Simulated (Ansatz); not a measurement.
# ClH3O3Sn: how energies converge with the basis set

An exercise on one series of results from a longer session: the logs are not shown, and one member is left open.

Computed with Ansatz 0.2.0, Gaussian basis. Level: one geometry, several basis sets.

Levels to be run: PBE0-D4/def2-SVP; ωB97M-V/def2-SVP; PBE0-D4/def2-QZVPP; ωB97M-V/def2-QZVPP; the functionals' def2-TZVPP values are taken from earlier runs.

## The relaxed structure

The geometry comes from an earlier relaxation with PBE0-D4 in a triple-zeta def2 set; it is a stationary point, not always the lowest conformer. Sn takes the def2 core potential; no spin-orbit term is included.

SMILES `[OH][Sn]([OH])([OH])[Cl]`, 8 atoms, charge 0, spin multiplicity 1.

Atoms are counted from 1 here; the program's logs count them from 0.

Bond lengths: O1–Sn2 1.940 Å, O1–H6 0.962 Å, Sn2–O3 1.939 Å, Sn2–O4 1.933 Å, Sn2–Cl5 2.305 Å, O3–H7 0.961 Å, O4–H8 0.962 Å. Angles: Sn2–O1–H6 112.7°, O1–Sn2–O3 108.6°, O1–Sn2–O4 113.0°, O1–Sn2–Cl5 107.2°, O3–Sn2–O4 105.6°, O3–Sn2–Cl5 113.6°, O4–Sn2–Cl5 109.0°, Sn2–O3–H7 113.0°, Sn2–O4–H8 111.5°.

Coordinates:

| atom | x (Å) | y (Å) | z (Å) |
| --- | --- | --- | --- |
| O1 | -0.9690 | 0.8976 | 1.2514 |
| Sn2 | -0.0351 | 0.0655 | -0.2314 |
| O3 | 1.7086 | -0.5168 | 0.3848 |
| O4 | -0.9166 | -1.5274 | -0.8812 |
| Cl5 | 0.0602 | 1.6163 | -1.9336 |
| H6 | -1.4324 | 1.6998 | 0.9940 |
| H7 | 2.0504 | 0.0183 | 1.1069 |
| H8 | -0.3738 | -2.3104 | -0.7466 |

Set-up of the first run:

Contents of in.yaml:

```yaml
crystal:
  periodic: [false, false, false]
  atoms:
    - {symbol: O, position_ang: [-0.969030, 0.897603, 1.251386]}
    - {symbol: Sn, position_ang: [-0.035069, 0.065539, -0.231443]}
    - {symbol: O, position_ang: [1.708573, -0.516751, 0.384844]}
    - {symbol: O, position_ang: [-0.916592, -1.527437, -0.881243]}
    - {symbol: Cl, position_ang: [0.060177, 1.616336, -1.933567]}
    - {symbol: H, position_ang: [-1.432445, 1.699785, 0.993993]}
    - {symbol: H, position_ang: [2.050365, 0.018274, 1.106879]}
    - {symbol: H, position_ang: [-0.373778, -2.310449, -0.746649]}
basis:
  gaussian: {orbitals: def2-SVP}
hamiltonian: {xc: pbe0, dispersion: d4}
output: {orbitals: {seedname: orbitals}}
```

Run with:

```sh
ansatz run in.yaml --threads 4 --pin off --events-out ev --progress --plain --max-ram 10444MiB
```

Among the steps run: PBE0-D4 in def2-SVP; ωB97M-V in def2-SVP; PBE0-D4 in def2-QZVPP; ωB97M-V in def2-QZVPP.

One table of the session follows, with a row left open; its other results are not shown here.

It belongs to the step «Density functionals: the series». 

| functional | basis | HOMO (eV) | LUMO (eV) |
| --- | --- | --- | --- |
| PBE0-D4 | def2-SVP | -8.99 | -1.74 |
| PBE0-D4 | def2-TZVPP | ? | ? |
| PBE0-D4 | def2-QZVPP | -9.36 | -2.10 |
| ωB97M-V | def2-SVP | -11.39 | 0.36 |
| ωB97M-V | def2-TZVPP | -11.73 | -0.02 |
| ωB97M-V | def2-QZVPP | -11.78 | -0.21 |

Estimate the missing values for PBE0-D4, def2-TZVPP.

The run gave: HOMO (eV): -9.30; LUMO (eV): -2.01. In the column «HOMO (eV)» it lies between PBE0-D4, def2-QZVPP (-9.36) and PBE0-D4, def2-SVP (-8.99).
